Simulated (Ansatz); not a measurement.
# CH7BSeSi: the cost of one run

Program: Ansatz 0.2.0. Level of theory: RKS PBE0-D4/def2-SVP. These are calculated values, not measurements.

## (1) The system as given

Bond lengths: B1–Si2 1.877 Å, Si2–C3 1.843 Å, Si2–Se4 2.236 Å, B1–H5 1.242 Å, B1–H6 1.198 Å, Si2–H7 1.492 Å, C3–H8 1.159 Å, C3–H9 1.110 Å, C3–H10 1.127 Å, Se4–H11 1.472 Å. Angles (14 of 16 angles, heavy atoms first): B1–Si2–C3 108.5°, B1–Si2–Se4 111.6°, C3–Si2–Se4 109.0°, B1–Si2–H7 109.9°, C3–Si2–H7 109.3°, Se4–Si2–H7 108.7°, Si2–B1–H5 120.4°, Si2–B1–H6 124.4°, Si2–C3–H8 109.7°, Si2–C3–H9 113.3°, Si2–C3–H10 111.1°, Si2–Se4–H11 93.3°, H5–B1–H6 115.2°, H8–C3–H9 108.4°.

Coordinates:

```xyz
11

B    -1.1138    1.5143   -0.1779
Si    0.0940    0.1185   -0.5169
C     0.7407   -0.4986    1.0953
Se   -0.8880   -1.5724   -1.6007
H    -1.7025    2.0779   -1.1151
H    -1.3906    1.9201    0.9152
H     1.2304    0.6198   -1.3442
H     1.3281    0.3453    1.6300
H    -0.0562   -0.8596    1.7791
H     1.4954   -1.3212    0.9422
H     0.3279   -2.4011   -1.5864
```

## (2) End point A

Contents of input.yaml:

```yaml
crystal:
  periodic: [false, false, false]
  atoms:
    - { symbol: B, position_ang: [-1.1138, 1.5143, -0.1779] }
    - { symbol: Si, position_ang: [0.094, 0.1185, -0.5169] }
    - { symbol: C, position_ang: [0.7407, -0.4986, 1.0953] }
    - { symbol: Se, position_ang: [-0.888, -1.5724, -1.6007] }
    - { symbol: H, position_ang: [-1.7025, 2.0779, -1.1151] }
    - { symbol: H, position_ang: [-1.3906, 1.9201, 0.9152] }
    - { symbol: H, position_ang: [1.2304, 0.6198, -1.3442] }
    - { symbol: H, position_ang: [1.3281, 0.3453, 1.63] }
    - { symbol: H, position_ang: [-0.0562, -0.8596, 1.7791] }
    - { symbol: H, position_ang: [1.4954, -1.3212, 0.9422] }
    - { symbol: H, position_ang: [0.3279, -2.4011, -1.5864] }
basis:
  gaussian: { orbitals: def2-SVP }
hamiltonian:
  xc: pbe0
  dispersion: d4
relax:
  f_tol: 0.02
  max_steps: 50
```

Started as:

```
$ ansatz run input.yaml --threads 2 --pin off --max-ram 3072MiB --backend cpu --events-out ev --progress --plain --runs-dir out
```

**Question.** How long does this run take on 2 threads of AMD EPYC 9R45 (Zen 5), shared host, and how much memory does it need?

About 11 s, with a peak of 0.29 GiB.
